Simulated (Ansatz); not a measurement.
# C2H2ClI: basis-set convergence

One table from this session's results is given with a row withheld; the runs are named, their logs left out.

Computed with Ansatz 0.2.0, Gaussian basis. Level: one geometry, several basis sets.

Plan: PBE0-D4/def2-SVP; ωB97M-V/def2-SVP; PBE0-D4/def2-QZVPP; ωB97M-V/def2-QZVPP; the functionals' def2-TZVPP values are taken from earlier runs.

**Structure used throughout**

All runs share one geometry, relaxed beforehand with PBE0-D4 in a triple-zeta def2 set. I takes the def2 core potential; no spin-orbit term is included.

SMILES `C=C(Cl)I`, 6 atoms, charge 0, spin multiplicity 1.

Atoms are counted from 1 here; the program's logs count them from 0.

Bond lengths: C1–C2 1.322 Å, C1–H5 1.081 Å, C1–H6 1.083 Å, C2–Cl3 1.715 Å, C2–I4 2.084 Å. Angles: C2–C1–H5 120.9°, C2–C1–H6 120.3°, H5–C1–H6 118.8°, C1–C2–Cl3 122.4°, C1–C2–I4 122.2°, Cl3–C2–I4 115.3°.

Set-up of the first run:

in.yaml reads:

```yaml
crystal:
  periodic: [false, false, false]
  atoms:
    - {symbol: C, position_ang: [0.677877, 0.329632, 0.312672]}
    - {symbol: C, position_ang: [-0.451140, -0.159901, -0.170485]}
    - {symbol: Cl, position_ang: [-1.971542, 0.581355, 0.115213]}
    - {symbol: I, position_ang: [-0.505787, -1.888123, -1.333858]}
    - {symbol: H, position_ang: [1.622837, -0.157969, 0.116183]}
    - {symbol: H, position_ang: [0.669755, 1.230905, 0.913974]}
basis:
  gaussian: {orbitals: def2-SVP}
hamiltonian: {xc: pbe0, dispersion: d4}
output: {orbitals: {seedname: orbitals}}
```

Started as:

```sh
$ ansatz run in.yaml --threads 2 --pin off --events-out ev --progress --plain --max-ram 4352MiB
```

Among the steps run: PBE0-D4 in def2-SVP; ωB97M-V in def2-SVP; PBE0-D4 in def2-QZVPP; ωB97M-V in def2-QZVPP.

One table of the session follows, with a row left open; its other results are not shown here.

It belongs to the step «Functionals by basis». 

```
functional       basis  HOMO (eV)
   PBE0-D4    def2-SVP      -7.19
   PBE0-D4  def2-TZVPP      -7.27
   PBE0-D4  def2-QZVPP          ?
   ωB97M-V    def2-SVP      -9.28
   ωB97M-V  def2-TZVPP      -9.38
   ωB97M-V  def2-QZVPP      -9.41
```

Estimate the missing values for PBE0-D4, def2-QZVPP.

The run gave: HOMO (eV): -7.29. In the column «HOMO (eV)» it lies between ωB97M-V, def2-SVP (-9.28) and PBE0-D4, def2-TZVPP (-7.27).
